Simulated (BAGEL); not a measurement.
**HF/3-21G (density fitting with qzvpp-jkfit) run of [CH3BF3]− (SMILES F[BH2-]C(F)F)**

Aim: the vertical singlet–triplet gap of [CH3BF3]− at HF/3-21G (density fitting with qzvpp-jkfit), from 2 runs. 

Program for the calculation: BAGEL 1.2.2.

2 further runs of the same task are left out: 1 that didn't finish, 1 set aside as unsound or not needed.

### 1 The structure to begin with

[CH3BF3]− has 8 atoms, charge -1, and is taken as a singlet. As SMILES, `F[BH2-]C(F)F`. Geometry: relaxed at GFN2-xTB. This is one conformer, not always the lowest.

Bond lengths: F1–B2 1.442 Å, B2–C3 1.656 Å, C3–F4 1.388 Å, C3–F5 1.388 Å, B2–H6 1.209 Å, B2–H7 1.205 Å, C3–H8 1.103 Å. Some angles: F1–B2–C3 106.0°, B2–C3–F4 115.8°, B2–C3–F5 114.2°, F4–C3–F5 102.8°, F1–B2–H6 108.4°, F1–B2–H7 109.0°, C3–B2–H6 108.3°, C3–B2–H7 111.4°, B2–C3–H8 112.6°, F4–C3–H8 105.0°.

### 2 A single-point energy at HF/3-21G (density fitting with qzvpp-jkfit)

calc.json

```json
{ "bagel" : [

{
  "title" : "molecule",
  "basis" : "3-21g",
  "df_basis" : "qzvpp-jkfit",
  "angstrom" : "true",
  "geometry" : [
    { "atom" : "F", "xyz" : [      -1.633040,       0.706210,      -0.580040 ] },
    { "atom" : "B", "xyz" : [      -0.248210,       0.816850,      -0.195400 ] },
    { "atom" : "C", "xyz" : [       0.241110,      -0.716820,       0.191930 ] },
    { "atom" : "F", "xyz" : [       0.814980,      -1.447410,      -0.839610 ] },
    { "atom" : "F", "xyz" : [       1.210940,      -0.771220,       1.183550 ] },
    { "atom" : "H", "xyz" : [      -0.181630,       1.499560,       0.800740 ] },
    { "atom" : "H", "xyz" : [       0.382650,       1.258210,      -1.122300 ] },
    { "atom" : "H", "xyz" : [      -0.586800,      -1.345380,       0.561130 ] }
  ]
},

{ "title" : "hf", "charge" : -1 },

{ "title" : "print", "file" : "orbitals.molden", "orbitals" : "true" }

]}
```

Run with:

```sh
BAGEL_NUM_THREADS=1 BAGEL calc.json > calc.out
```

Log:

```text
* using 1 threads per process

  ===============================================================
  ===============================================================

  *** Geometry ***

  { "atom" : "F", "xyz" : [     -3.085998,      1.334543,     -1.096117 ] },
  { "atom" : "B", "xyz" : [     -0.469049,      1.543623,     -0.369252 ] },
  { "atom" : "C", "xyz" : [      0.455632,     -1.354593,      0.362695 ] },
  { "atom" : "F", "xyz" : [      1.540089,     -2.735208,     -1.586633 ] },
  { "atom" : "F", "xyz" : [      2.288345,     -1.457395,      2.236585 ] },
  { "atom" : "H", "xyz" : [     -0.343231,      2.833758,      1.513179 ] },
  { "atom" : "H", "xyz" : [      0.723104,      2.377672,     -2.120840 ] },
  { "atom" : "H", "xyz" : [     -1.108891,     -2.542400,      1.060382 ] },

  Number of auxiliary basis functions:      435

  Since a DF basis is specified, we compute 2- and 3-index integrals:
    o Being stored without compression. Storage requirement is 0.009 GB

  Number of basis functions:       51
  Number of electrons      :       41

    * METHOD: MOLECULE                             0.14

  *** RHF ***

  === Nuclear Repulsion ===
   171.0395920757

      * DIIS with orbital gradients will be used.

  === RHF iteration (3-21g) ===
      0       -360.53484691          0.02994959           0.03
      1       -360.66630542          0.01690261           0.03
      2       -360.71300323          0.00160997           0.03
      3       -360.71399412          0.00028708           0.03
      4       -360.71403478          0.00009192           0.03
      5       -360.71403900          0.00002570           0.03
      6       -360.71403922          0.00000932           0.03
      7       -360.71403925          0.00000183           0.03
      8       -360.71403925          0.00000050           0.03
      9       -360.71403925          0.00000017           0.03
     10       -360.71403925          0.00000006           0.03
     11       -360.71403925          0.00000002           0.03
     12       -360.71403925          0.00000001           0.03
    * SCF iteration converged.

    * Permanent dipole moment:
           (   -0.164585,     1.179452,    -0.339058) a.u.

    * METHOD: HF                                   0.45

    * METHOD: PRINT                                0.01

  ===============================================================
```

Run time: 0.7 s. Hardware: 1 thread of Arm Neoverse V1, shared host.

### 3 The triplet at the same level

input.json

```json
{ "bagel": [

{
  "title": "molecule",
  "basis": "3-21g",
  "df_basis": "qzvpp-jkfit",
  "angstrom": true,
  "geometry": [
    { "atom": "F", "xyz": [      -1.633040,       0.706210,      -0.580040 ] },
    { "atom": "B", "xyz": [      -0.248210,       0.816850,      -0.195400 ] },
    { "atom": "C", "xyz": [       0.241110,      -0.716820,       0.191930 ] },
    { "atom": "F", "xyz": [       0.814980,      -1.447410,      -0.839610 ] },
    { "atom": "F", "xyz": [       1.210940,      -0.771220,       1.183550 ] },
    { "atom": "H", "xyz": [      -0.181630,       1.499560,       0.800740 ] },
    { "atom": "H", "xyz": [       0.382650,       1.258210,      -1.122300 ] },
    { "atom": "H", "xyz": [      -0.586800,      -1.345380,       0.561130 ] }
  ]
},

{
  "title": "uhf",
  "charge": -1,
  "nopen": 2
},

{
  "title": "print",
  "file": "orbitals.molden",
  "orbitals": true
}

]}
```

Run with:

```sh
BAGEL_NUM_THREADS=1 BAGEL input.json > input.out
```

Log:

```text
* using 1 threads per process

  ===============================================================
  ===============================================================

  *** Geometry ***

  { "atom" : "F", "xyz" : [     -3.085998,      1.334543,     -1.096117 ] },
  { "atom" : "B", "xyz" : [     -0.469049,      1.543623,     -0.369252 ] },
  { "atom" : "C", "xyz" : [      0.455632,     -1.354593,      0.362695 ] },
  { "atom" : "F", "xyz" : [      1.540089,     -2.735208,     -1.586633 ] },
  { "atom" : "F", "xyz" : [      2.288345,     -1.457395,      2.236585 ] },
  { "atom" : "H", "xyz" : [     -0.343231,      2.833758,      1.513179 ] },
  { "atom" : "H", "xyz" : [      0.723104,      2.377672,     -2.120840 ] },
  { "atom" : "H", "xyz" : [     -1.108891,     -2.542400,      1.060382 ] },

  Number of auxiliary basis functions:      435

  Since a DF basis is specified, we compute 2- and 3-index integrals:
    o Being stored without compression. Storage requirement is 0.009 GB

  Number of basis functions:       51
  Number of electrons      :       41

    * METHOD: MOLECULE                             0.14

  *** Open-shell HF ***

  === Nuclear Repulsion ===
   171.0395920757

      * DIIS with orbital gradients will be used.

  === UHF iteration (3-21g) ===
      0       -360.13511786          0.06161512           0.05
      1       -360.28845190          0.04037580           0.05
      2       -360.33984287          0.02438279           0.05
      3       -360.36869993          0.00245563           0.05
      4       -360.37237157          0.00125478           0.05
      5       -360.37362472          0.00067831           0.05
      6       -360.37423024          0.00036956           0.05
      7       -360.37438417          0.00023924           0.05
      8       -360.37448561          0.00014946           0.05
      9       -360.37453894          0.00010739           0.05
[... 32 lines of this table left out ...]
     42       -360.37475597          0.00000002           0.05
     43       -360.37475597          0.00000002           0.05
     44       -360.37475597          0.00000001           0.05
     45       -360.37475597          0.00000001           0.06
    * SCF iteration converged.

    * S^2 (UHF) is 2.0101

    * Permanent dipole moment:
           (   -0.104104,     0.747441,    -0.076242) a.u.

    * METHOD: UHF                                  2.55

    * METHOD: PRINT                                0.01

  ===============================================================
```

Run time: 2.8 s. Hardware: 1 thread of Arm Neoverse V1, shared host.

### 4 Outcome

At HF/3-21G (density fitting with qzvpp-jkfit):

| quantity | value |
| --- | --- |
| singlet: total energy | -360.71404 Eh |
| singlet: HOMO energy | -5.60 eV |
| singlet: LUMO energy | 12.77 eV |
| singlet: HOMO–LUMO gap (to an unbound level, set by the basis) | 18.37 eV |
| triplet: total energy | -360.37476 Eh |
| triplet: ⟨S²⟩ | 2.010 |
| vertical energy of the triplet above the singlet | 9.232 eV |

**Reading.** At this shape the triplet lies 9.23 eV (891 kJ/mol) above the singlet. For an anion a state so high probably lies above electron detachment.
